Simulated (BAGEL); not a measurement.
**C3H8Si (SMILES CC(C)[SiH]): a chain of runs**

We compute the energy (HF/6-31G*), then the energy (NEVPT2(2,2)/6-31G*), then a single-point energy (CASPT2(2,2)/6-31G*) of C3H8Si. 

The calculation is run with BAGEL 1.2.2.

2 further runs of the same task are left out: 2 set aside as unsound or not needed.

### 1 The molecule

C3H8Si has 12 atoms, charge 0, and is taken as a singlet. As SMILES, `CC(C)[SiH]`. One bond was lengthened or shortened from a relaxed shape.

Bond lengths: C1–C2 1.513 Å, C2–C3 1.532 Å, C2–Si4 1.900 Å, C1–H5 1.093 Å, C1–H6 1.093 Å, C1–H7 1.096 Å, C2–H8 1.091 Å, C3–H9 1.089 Å, C3–H10 1.146 Å, C3–H11 1.090 Å, Si4–H12 1.300 Å. Some angles: C1–C2–C3 114.4°, C1–C2–Si4 122.7°, C3–C2–Si4 84.0°, C1–C2–H8 111.2°, C3–C2–H8 110.2°, Si4–C2–H8 111.4°, C2–C1–H5 111.1°, C2–C1–H6 110.7°, C2–C1–H7 112.0°, C2–C3–H9 112.0°.

### 2 The energy at HF/6-31G(d) (density fitting with svp-jkfit, spherical functions) (run 1)

Input file calc.json:

```json
{ "bagel": [

{
  "title": "molecule",
  "basis": "6-31gs.json",
  "df_basis": "svp-jkfit",
  "angstrom": "true",
  "geometry": [
    { "atom": "C", "xyz": [      -0.358973,       1.089571,      -0.972887 ] },
    { "atom": "C", "xyz": [      -0.008273,      -0.253729,      -0.370287 ] },
    { "atom": "C", "xyz": [       0.684027,      -0.174929,       0.994013 ] },
    { "atom": "Si", "xyz": [      -1.274873,      -1.323129,       0.557513 ] },
    { "atom": "H", "xyz": [      -0.945973,       0.970071,      -1.886587 ] },
    { "atom": "H", "xyz": [      -0.956473,       1.681471,      -0.274487 ] },
    { "atom": "H", "xyz": [       0.534327,       1.668971,      -1.232487 ] },
    { "atom": "H", "xyz": [       0.588327,      -0.851829,      -1.060487 ] },
    { "atom": "H", "xyz": [       0.644527,       0.828471,       1.414913 ] },
    { "atom": "H", "xyz": [       0.178827,      -0.828329,       1.788513 ] },
    { "atom": "H", "xyz": [       1.701627,      -0.564929,       0.998413 ] },
    { "atom": "H", "xyz": [      -1.874800,      -0.288600,       1.067000 ] }
  ]
},

{ "title": "hf", "charge": 0 },

{ "title": "print", "file": "orbitals.molden", "orbitals": "true" }

]}
```

The basis set 6-31G* is read from a file made from the Basis Set Exchange's data (not shown).

Run with:

```
$ BAGEL_NUM_THREADS=1 BAGEL calc.json > calc.out
```

Standard output:

```text
* using 1 threads per process

  ===============================================================
  ===============================================================

  *** Geometry ***

  { "atom" : "C", "xyz" : [     -0.678361,      2.058991,     -1.838490 ] },
  { "atom" : "C", "xyz" : [     -0.015634,     -0.479478,     -0.699741 ] },
  { "atom" : "C", "xyz" : [      1.292624,     -0.330568,      1.878412 ] },
[... 8 lines of this table left out ...]
  { "atom" : "H", "xyz" : [     -3.542859,     -0.545375,      2.016338 ] },

  Number of auxiliary basis functions:      497

  Since a DF basis is specified, we compute 2- and 3-index integrals:
    o Being stored without compression. Storage requirement is 0.023 GB

  Number of basis functions:       76
  Number of electrons      :       40

    * METHOD: MOLECULE                             0.27

  *** RHF ***

  === Nuclear Repulsion ===
   161.0143943116

      * DIIS with orbital gradients will be used.

  === RHF iteration (6-31gs.json) ===
      0       -406.95830047          0.01513501           0.05
      1       -407.05543090          0.00656654           0.05
      2       -407.07448294          0.00192443           0.05
[... 11 lines of this table left out ...]
     14       -407.07663724          0.00000001           0.05
    * SCF iteration converged.

    * Permanent dipole moment:
           (   -0.408965,    -0.659652,     0.003583) a.u.

    * METHOD: HF                                   0.93

    * METHOD: PRINT                                0.02

  ===============================================================
```

Run time: 1.4 s. Hardware: 1 thread of Arm Neoverse V1, shared host; peak memory 0.11 GiB.

### 3 The energy at NEVPT2(2,2)/6-31G(d) (density fitting with svp-jkfit, spherical functions) (run 2)

Input file calc.json:

```json
{ "bagel" : [

{
  "title" : "molecule",
  "basis" : "6-31gs.json",
  "df_basis" : "svp-jkfit",
  "angstrom" : true,
  "geometry" : [
    { "atom" : "C", "xyz" : [      -0.358973,       1.089571,      -0.972887 ] },
    { "atom" : "C", "xyz" : [      -0.008273,      -0.253729,      -0.370287 ] },
    { "atom" : "C", "xyz" : [       0.684027,      -0.174929,       0.994013 ] },
    { "atom" : "Si", "xyz" : [      -1.274873,      -1.323129,       0.557513 ] },
    { "atom" : "H", "xyz" : [      -0.945973,       0.970071,      -1.886587 ] },
    { "atom" : "H", "xyz" : [      -0.956473,       1.681471,      -0.274487 ] },
    { "atom" : "H", "xyz" : [       0.534327,       1.668971,      -1.232487 ] },
    { "atom" : "H", "xyz" : [       0.588327,      -0.851829,      -1.060487 ] },
    { "atom" : "H", "xyz" : [       0.644527,       0.828471,       1.414913 ] },
    { "atom" : "H", "xyz" : [       0.178827,      -0.828329,       1.788513 ] },
    { "atom" : "H", "xyz" : [       1.701627,      -0.564929,       0.998413 ] },
    { "atom" : "H", "xyz" : [      -1.874800,      -0.288600,       1.067000 ] }
  ]
},

{ "title" : "hf" },

{ "title" : "nevpt2", "nstate" : 1, "nact" : 2, "nclosed" : 19, "active" : [12, 22], "maxiter" : 200, "natocc" : true, "ncore" : 8 },

{ "title" : "print", "file" : "orbitals.molden", "orbitals" : true }

]}
```

The basis set 6-31G* is read from a file made from the Basis Set Exchange's data (not shown).

Run with:

```
$ BAGEL_NUM_THREADS=1 BAGEL calc.json > calc.out
```

Standard output:

```text
* using 1 threads per process

  ===============================================================
  ===============================================================

  *** Geometry ***

  { "atom" : "C", "xyz" : [     -0.678361,      2.058991,     -1.838490 ] },
  { "atom" : "C", "xyz" : [     -0.015634,     -0.479478,     -0.699741 ] },
  { "atom" : "C", "xyz" : [      1.292624,     -0.330568,      1.878412 ] },
[... 8 lines of this table left out ...]
  { "atom" : "H", "xyz" : [     -3.542859,     -0.545375,      2.016338 ] },

[... 23 lines left out ...]
    * SCF iteration converged.
[... 1 line left out ...]
    * Permanent dipole moment:
[... 28 lines left out ...]
    * Second-order optimization converged. *
[... 9 lines left out ...]
     * ci vector, state   0, <S^2> = 0.0000
       2.     0.9971061631
       .2    -0.0760217043

  === DF-NEVPT2 calculation ===

    * 3-index integral transformation done
    * assembly done

      NEVPT2 correlation energy:   -0.4555827638      0.14

          (+0)     -0.4303486378
          (+0)'    -0.0027762172
          (+1)     -0.0033853797
          (+1)'    -0.0000000000
          (+2)     -0.0002141665
          (-1)     -0.0146113366
          (-1)'     0.0000000000
          (-2)     -0.0042470260

      NEVPT2 total energy:       -407.5432854507

    * METHOD: NEVPT2                               5.05

    * METHOD: PRINT                                0.02

  ===============================================================
```

Run time: 6.6 s. Hardware: 1 thread of Arm Neoverse V1, shared host; peak memory 0.14 GiB.

### 4 The energy at CASPT2(2,2)/6-31G(d) (density fitting with svp-jkfit, spherical functions) (run 3)

Input file job.json:

```json
{ "bagel": [

{
  "title": "molecule",
  "basis": "6-31gs.json",
  "df_basis": "svp-jkfit",
  "angstrom": "true",
  "geometry": [
    { "atom": "C", "xyz": [   -0.358973,    1.089571,   -0.972887 ] },
    { "atom": "C", "xyz": [   -0.008273,   -0.253729,   -0.370287 ] },
    { "atom": "C", "xyz": [    0.684027,   -0.174929,    0.994013 ] },
    { "atom": "Si", "xyz": [   -1.274873,   -1.323129,    0.557513 ] },
    { "atom": "H", "xyz": [   -0.945973,    0.970071,   -1.886587 ] },
    { "atom": "H", "xyz": [   -0.956473,    1.681471,   -0.274487 ] },
    { "atom": "H", "xyz": [    0.534327,    1.668971,   -1.232487 ] },
    { "atom": "H", "xyz": [    0.588327,   -0.851829,   -1.060487 ] },
    { "atom": "H", "xyz": [    0.644527,    0.828471,    1.414913 ] },
    { "atom": "H", "xyz": [    0.178827,   -0.828329,    1.788513 ] },
    { "atom": "H", "xyz": [    1.701627,   -0.564929,    0.998413 ] },
    { "atom": "H", "xyz": [   -1.874800,   -0.288600,    1.067000 ] }
  ]
},
{ "title": "hf" },
{ "title": "casscf", "nstate": 1, "nact": 2, "nclosed": 19, "active": [12, 22], "maxiter": 200, "natocc": "true" },
{ "title": "print", "file": "orbitals.molden", "orbitals": "true" },
{ "title": "smith", "method": "caspt2", "ms": "true", "xms": "true", "sssr": "true", "shift": 0.2, "shift_imag": "true", "ncore": 8 }

]}
```

The basis set 6-31G* is read from a file made from the Basis Set Exchange's data (not shown).

Run with:

```
$ BAGEL_NUM_THREADS=1 BAGEL job.json > job.out
```

Standard output:

```text
* using 1 threads per process

  ===============================================================
  ===============================================================

  *** Geometry ***

  { "atom" : "C", "xyz" : [     -0.678361,      2.058991,     -1.838490 ] },
  { "atom" : "C", "xyz" : [     -0.015634,     -0.479478,     -0.699741 ] },
  { "atom" : "C", "xyz" : [      1.292624,     -0.330568,      1.878412 ] },
[... 8 lines of this table left out ...]
  { "atom" : "H", "xyz" : [     -3.542859,     -0.545375,      2.016338 ] },

[... 25 lines left out ...]
    * Permanent dipole moment:
[... 37 lines left out ...]
     * ci vector, state   0, <S^2> = 0.0000
[... 21 lines left out ...]
       #      aibj      arbs      arbi      airj      risj      airs      arst      rist         Etot      error   time
[... 8 lines left out ...]
      ------------------------------------------------------------------------------------------------------------------

    * CASPT2 energy : state  0     -407.5479292418
        w/o shift correction       -407.5450189359
        reference weight              0.8546978864

    * METHOD: SMITH                                0.79

  ===============================================================
```

Wall time 7.2 s (1 thread of Arm Neoverse V1, shared host); peak memory 0.17 GiB.

### 5 What came out

| quantity | value |
| --- | --- |
| run 1, HF/6-31G*: total energy | -407.07664 Eh |
| run 1, HF/6-31G*: dipole moment | 1.97 D |
| run 1, HF/6-31G*: HOMO energy | -8.25 eV |
| run 1, HF/6-31G*: LUMO energy | 2.06 eV |
| run 1, HF/6-31G*: HOMO–LUMO gap | 10.31 eV |
| run 2, NEVPT2(2,2)/6-31G*: total energy | -407.54329 Eh |
| run 3, CASPT2(2,2)/6-31G*: total energy | -407.54793 Eh |
